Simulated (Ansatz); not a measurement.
Something may be wrong with this Ansatz 0.2.0 calculation of SiMo3.

File input.yaml:

```yaml
crystal:
  lattice:
    - [4.889, 0.0, 0.0]
    - [0.0, 4.889, 0.0]
    - [0.0, 0.0, 4.889]
  atoms:
    - { symbol: Mo, position: [0.0, 0.5, 0.25] }
    - { symbol: Mo, position: [0.0, 0.5, 0.75] }
    - { symbol: Mo, position: [0.5, 0.25, 0.0] }
    - { symbol: Mo, position: [0.75, 0.0, 0.5] }
    - { symbol: Mo, position: [0.5, 0.75, 0.0] }
    - { symbol: Mo, position: [0.25, 0.0, 0.5] }
    - { symbol: Si, position: [0.5, 0.5, 0.5] }
    - { symbol: Si, position: [0.0, 0.0, 0.0] }
hamiltonian:
  xc: pbesol
  pseudopotentials: { kind: paw }
kpoints:
  mp_grid: { grid: [6, 6, 6] }
  band_path:
    path:
      - [[0.0, 0.0, 0.0], [0.0, 0.5, 0.0], [0.5, 0.5, 0.0], [0.0, 0.0, 0.0], [0.5, 0.5, 0.5], [0.0, 0.5, 0.0]]
      - [[0.5, 0.5, 0.0], [0.5, 0.5, 0.5]]
    npoints: 10
scf:
  occupations: { method: fermi_dirac, width: 0.05 }
  n_extra_bands: 20
  conv_thr: 0.3
  max_iter: 75
output:
  forces: true
  stress: true
  eigenvalues: true
  fatbands: false
```

Potentials or basis: Ansatz PAW.

Run with:

```console
$ ansatz run input.yaml --threads 4 --pin off --max-ram 11264MiB --backend cpu --events-out ev --progress --plain --runs-dir out
```

Output:

```text
Error: YAML parse error: error: line 28 column 3: unknown field `conv_thr`, expected one of max_iter, algorithm, n_extra_bands, self_checks, convergence, lower_state_search, omitted_lower_state_checks, lower_solution_reach, mixing, occupations, eigensolver, initial_density, exx
  --> <input>:28:3
   |
26 |   occupations: { method: fermi_dirac, width: 0.05 }
27 |   n_extra_bands: 20
28 |   conv_thr: 0.3
   |   ^ unknown field `conv_thr`, expected one of max_iter, algorithm, n_extra_bands, self_checks, convergence, lower_state_search, omitted_lower_state_checks, lower_solution_reach, mixing, occupations, eigensolver, initial_density, exx
29 |   max_iter: 75
30 | output:
   |
```

**Question.** What happened, and what is wrong with the input?

**Answer.** The input was rejected before any iteration. The input holds a flaw that was put in on purpose: a keyword of another program (scf.conv_thr = 0.3).
